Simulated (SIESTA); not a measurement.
LiZrO2: single point with PBEsol

LiZrO2:

```
Zr O Li
1.0
    -2.17735    2.17735    4.47522
     2.17735   -2.17735    4.47522
     2.17735    2.17735   -4.47522
Zr O Li
2 4 2
Direct
  0.75000 0.25000 0.50000
  0.00000 0.00000 0.00000
  0.00600 0.50600 0.50000
  0.49400 0.99400 0.50000
  0.74400 0.74400 0.00000
  0.25600 0.25600 0.00000
  0.25000 0.75000 0.50000
  0.50000 0.50000 0.00000
```

The cell comes from a database or a generator and needn't be the stable form of this composition.

```yaml
Program: SIESTA 5.4.2
Task: single point
Functional: PBEsol
Potentials_or_basis: PseudoDojo 0.4 standard (PBEsol files)
Basis: DZP (energy shift 0.003 Ry; two zetas on semicore shells)
Grid_cutoff: 800 Ry
Energy_shift: 0.003 Ry
k_mesh: 9 × 9 × 9
Occupations: fermi-dirac, width 0.05 eV
Spin: no spin polarisation
```

* Pressure: -5.0 GPa
* Largest force: 0.104 eV/Å
* Band gap on the k mesh: none (metal or under the smearing width)

Forces in eV/Å, atoms in the order of the input:
```
Zr   0.000  0.000  0.000
Zr   0.000  0.000  0.000
O    0.000  0.000 -0.104
O    0.000  0.000  0.104
O    0.000  0.000  0.104
O    0.000  0.000 -0.104
Li   0.000  0.000  0.000
Li   0.000  0.000  0.000
```

Stress tensor (GPa, compression positive):
```
-5.07  0.00 -0.01
 0.00 -5.07 -0.01
-0.01 -0.01 -4.91
```

Levels at points of the mesh, in eV from the Fermi level:
```csv
k point,band 25,band 26,band 27,band 28,band 29,band 30
"(0.00, 0.00, 0.00)",-4.07,-4.07,-0.99,-0.11,-0.11,1.60
```

Wall time 14 min on 1 thread of AMD EPYC (Zen 3), on a shared host, peak memory 0.63 GiB.

Caveat: the basis of atomic orbitals isn't converged, which shifts pressures, moduli and gaps.
